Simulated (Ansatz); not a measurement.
Geometry optimisation, Ansatz 0.2.0, DFT PBE-D3(BJ), scalar-relativistic, plane waves, PAW.

The input (input.yaml):

```yaml
crystal:
  lattice:
    - [0.0, 5.43, 5.43]
    - [5.43, 0.0, 5.43]
    - [5.43, 5.43, 0.0]
  atoms:
    - { symbol: Si, position: [0.0, 0.0, 0.0] }
    - { symbol: Si, position: [0.125, 0.125, 0.125] }
    - { symbol: Si, position: [0.0, 0.0, 0.5] }
    - { symbol: Si, position: [0.125, 0.125, 0.625] }
    - { symbol: Si, position: [0.0, 0.5, 0.0] }
    - { symbol: Si, position: [0.125, 0.625, 0.125] }
    - { symbol: Si, position: [0.0, 0.5, 0.5] }
    - { symbol: Si, position: [0.125, 0.625, 0.625] }
    - { symbol: Si, position: [0.5, 0.0, 0.0] }
    - { symbol: Si, position: [0.625, 0.125, 0.125] }
    - { symbol: Si, position: [0.5, 0.0, 0.5] }
    - { symbol: Si, position: [0.625, 0.125, 0.625] }
    - { symbol: Si, position: [0.5, 0.5, 0.0] }
    - { symbol: Si, position: [0.625, 0.625, 0.125] }
    - { symbol: Si, position: [0.5, 0.5, 0.5] }
    - { symbol: Si, position: [0.625, 0.625, 0.625] }
    - { symbol: Li, position: [0.8234945, 0.300857, 0.3213684] }
total_charge: 1
basis:
  ecutwfc: 420.0
kpoints:
  mp_grid: { grid: [2, 2, 2] }
hamiltonian:
  xc: pbe
  dispersion: d3bj
  pseudopotentials: { kind: paw, azcp: { folder: soft_1 } }
scf:
  occupations: { method: fermi_dirac, width: 0.05 }
  lower_state_search: "off"
relax:
  f_tol: 0.03
  max_steps: 60
  adjacent_minimum: "off"
```

Launched with:

```bash
$ ansatz run input.yaml --threads 1 --pin off --max-ram 3072MiB --backend cpu --events-out ev --progress --plain --runs-dir out
```

Problem. Where does it end, and by what steps?

Solution. It converged. The force dipped under the threshold on the way, but the program's further checks kept it going. Limits of this set-up: a small cell, in which the defect meets its images, charged cell in a uniform background, uncorrected. After 8 steps the energy has fallen by 1.017 eV; Li17 moved furthest, 1.05 Å. Joined: Si4–Li17 (3.43 → 2.74 Å), Si6–Li17 (3.51 → 2.74 Å), Si7–Li17 (3.48 → 2.40 Å), Si16–Li17 (3.52 → 2.74 Å).

```json
{"step": "0", "energy less start (eV)": "0.0000", "largest force component (eV/Å)": "1.774", "accepted": "yes"}
{"step": "1", "energy less start (eV)": "-0.3584", "largest force component (eV/Å)": "0.637", "accepted": "yes"}
{"step": "2", "energy less start (eV)": "-0.4567", "largest force component (eV/Å)": "0.175", "accepted": "yes"}
{"step": "3", "energy less start (eV)": "-0.5488", "largest force component (eV/Å)": "0.423", "accepted": "yes"}
{"step": "4", "energy less start (eV)": "-0.6915", "largest force component (eV/Å)": "0.437", "accepted": "yes"}
{"step": "5", "energy less start (eV)": "-0.8485", "largest force component (eV/Å)": "0.370", "accepted": "yes"}
{"step": "6", "energy less start (eV)": "-0.9762", "largest force component (eV/Å)": "0.198", "accepted": "yes"}
{"step": "7", "energy less start (eV)": "-1.0172", "largest force component (eV/Å)": "0.010", "accepted": "yes"}
{"step": "8", "energy less start (eV)": "-1.0172", "largest force component (eV/Å)": "0.009", "accepted": "yes"}
```

```xyz
17
Lattice="0.0000 5.4300 5.4300 5.4300 0.0000 5.4300 5.4300 5.4300 0.0000" Properties=species:S:1:pos:R:3
Si -0.031 -0.040 -0.046
Si 1.296 1.327 1.320
Si 2.648 2.707 -0.066
Si 4.030 4.060 1.316
Si 2.648 -0.060 2.701
Si 4.030 1.322 4.054
Si 5.410 2.702 2.695
Si 6.743 4.034 4.028
Si -0.028 2.695 2.688
Si 1.321 4.044 4.037
Si 2.668 5.390 2.684
Si 4.035 6.756 4.011
Si 2.667 2.691 5.383
Si 4.034 4.018 6.749
Si 5.415 5.370 5.364
Si 6.768 6.752 6.746
Li 4.026 6.747 6.742
```

Whether the end is a true minimum wasn't checked by a vibrational analysis.

Run time: 79 s on 1 thread of Arm Neoverse N1, with other jobs on the host, peak memory 0.51 GiB.
